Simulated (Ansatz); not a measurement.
# Au: pressure up to the limit of the methods

One table from this session's results is given with a row withheld; the runs are named, their logs left out.

Method: DFT PBEsol, with the methods named in each step, in Ansatz 0.2.0.

1 further run of the same task is left out (it didn't finish).

### The system as given

It takes space group P6_3/mmc (No. 194, hexagonal). The conventional cell has a = 2.894 Å, b = 2.894 Å, c = 4.688 Å, α = 90.00°, β = 90.00°, γ = 120.00°. Au (site symmetry -6m2) has 12 Au at 2.88 to 2.89 Å as nearest neighbours.

Coordinates:

```cif
data_structure
_symmetry_space_group_name_H-M 'P6_3/mmc'
_symmetry_Int_Tables_number 194
_cell_length_a 2.8936
_cell_length_b 2.8936
_cell_length_c 4.6876
_cell_angle_alpha 90.000
_cell_angle_beta 90.000
_cell_angle_gamma 120.000
_cell_volume 33.99
loop_
_atom_site_label
_atom_site_type_symbol
_atom_site_symmetry_multiplicity
_atom_site_Wyckoff_symbol
_atom_site_fract_x
_atom_site_fract_y
_atom_site_fract_z
_atom_site_occupancy
Au1 Au 2 c 0.33333 0.66667 0.25000 1
```

The file gives the conventional cell by its symmetry; the runs use the cell typed in the input.

Whether this phase is the stable one at these pressures isn't tested.

Atoms are numbered in the order of the input: Au1, Au2.

Set-up of the first run:

Input file input.yaml:

```yaml
crystal:
  lattice:
    - [2.8935778599, 0.0, 0.0]
    - [-1.44678893, 2.5059119345, 0.0]
    - [0.0, 0.0, 4.6875961331]
  atoms:
    - { symbol: Au, position: [0.3333333333, 0.6666666667, 0.25] }
    - { symbol: Au, position: [0.6666666667, 0.3333333333, 0.75] }
kpoints:
  mp_grid: { grid: [15, 15, 8] }
scf:
  occupations: { method: fermi_dirac, width: 0.05 }
hamiltonian:
  xc: pbesol
  pseudopotentials: { kind: paw }
output:
  forces: true
  stress: true
relax:
  f_tol: 0.005
  max_steps: 40
  cell: {}
```

Launch:

```
> ansatz run input.yaml --threads 1 --pin off --max-ram 2048MiB --backend cpu --events-out ev --progress --plain --runs-dir out
```

Steps of the session up to this table: Cell relaxed at zero pressure, PAW; Volume scaled by 1, PAW; Shape and atoms relaxed at 0.88 of the volume, PAW; Volume scaled by 0.88, PAW; Shape and atoms relaxed at 0.78 of the volume, PAW; Volume scaled by 0.78, PAW; Shape and atoms relaxed at 0.68 of the volume, PAW; Volume scaled by 0.68, PAW; Shape and atoms relaxed at 0.58 of the volume, PAW; Volume scaled by 0.58, PAW; Volume scaled by 0.58, PAW (cutoff 1000 eV); Shape and atoms relaxed at 0.5 of the volume, PAW; Volume scaled by 0.5, PAW; Shape and atoms relaxed at 0.43 of the volume, PAW; Volume scaled by 0.43, PAW; Volume scaled by 0.43, PAW (source ansatz).

One of the session's tables, all rows but one given; the rest of the session is left out.

```
              method  volume over the first  volume (Å³/atom)  pressure (GPa)
                 PAW                      1            17.036            0.00
                 PAW                   0.88            14.992           31.80
                 PAW                   0.78            13.288           86.75
                 PAW                   0.68            11.585          195.88
                 PAW                   0.58             9.881          420.62
                 PAW                    0.5             8.518          781.14
                 PAW                   0.43                 ?               ?
PAW (cutoff 1000 eV)                   0.58             9.881          420.57
 PAW (source ansatz)                   0.43             7.326         1386.67
```

Q: Estimate the row for PAW, 0.43 from the others.

The run gave: volume (Å³/atom): 7.326; pressure (GPa): 1380.41.
